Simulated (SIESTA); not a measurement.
**Nb3Au under changes of volume**

One of the cells (18.300 Å³/atom); the others are scaled copies at fixed shape and fractional positions:

```xyz
4
Lattice="1.7507 -2.2206 0.0000 1.7507 2.2206 0.0000 0.0000 0.0000 9.4144" Properties=species:S:1:pos:R:3 pbc="T T T"
Au    0.0000    0.0000    0.0000
Nb    1.7507    0.0000    2.3357
Nb    0.0000    0.0000    4.7072
Nb    1.7507    0.0000    7.0787
```

The cell comes from a database or a generator and needn't be the stable form of this composition.

| Property | Result |
| --- | --- |
| Program | SIESTA 5.4.2 |
| Functional | PBEsol |
| Potentials or basis | PseudoDojo 0.4 standard (PBEsol files) |
| Basis | DZP (energy shift 0.003 Ry; two zetas on semicore shells) |
| Grid cutoff | 800 Ry |
| Energy shift | 0.003 Ry |
| k mesh | 10 × 10 × 3 |
| Occupations | fermi-dirac, width 0.05 eV |
| Spin | no spin polarisation |

| volume (Å³/atom) | energy over the lowest point (meV/atom) | pressure (GPa) | largest force (eV/Å) |
| --- | --- | --- | --- |
| 16.864 | ? | ? | ? |
| 17.223 | 0.42 | 2.3 | 0.021 |
| 17.582 | 0.00 | -1.7 | 0.035 |
| 18.300 | 23.59 | -8.5 | 0.065 |
| 18.658 | 45.87 | -11.3 | 0.079 |
| 19.017 | 74.17 | -13.8 | 0.096 |

Task: What does the run at 16.864 Å³/atom give?

Result: Energy over the lowest point 10.26 meV/atom; pressure 6.7 GPa; largest force 0.010 eV/Å.

Worked out: A Birch-Murnaghan fit of order 3 (a polynomial in V^(-2/3)) to the other rows has its minimum at 17.42 Å³/atom with B0 = V·E''(V) = 193 GPa and B' = 4.5 at fixed shape and positions, which overstates the stiffness. It gives 10.33 meV/atom at 16.864 Å³/atom, against the run's 10.26, and -dE/dV = 6.7 GPa, against 6.7.

Energies are extrapolated to zero smearing.

Caveats: short orbitals over semicore shells can move pressures by several GPa; the basis of atomic orbitals isn't converged, which shifts pressures, moduli and gaps.
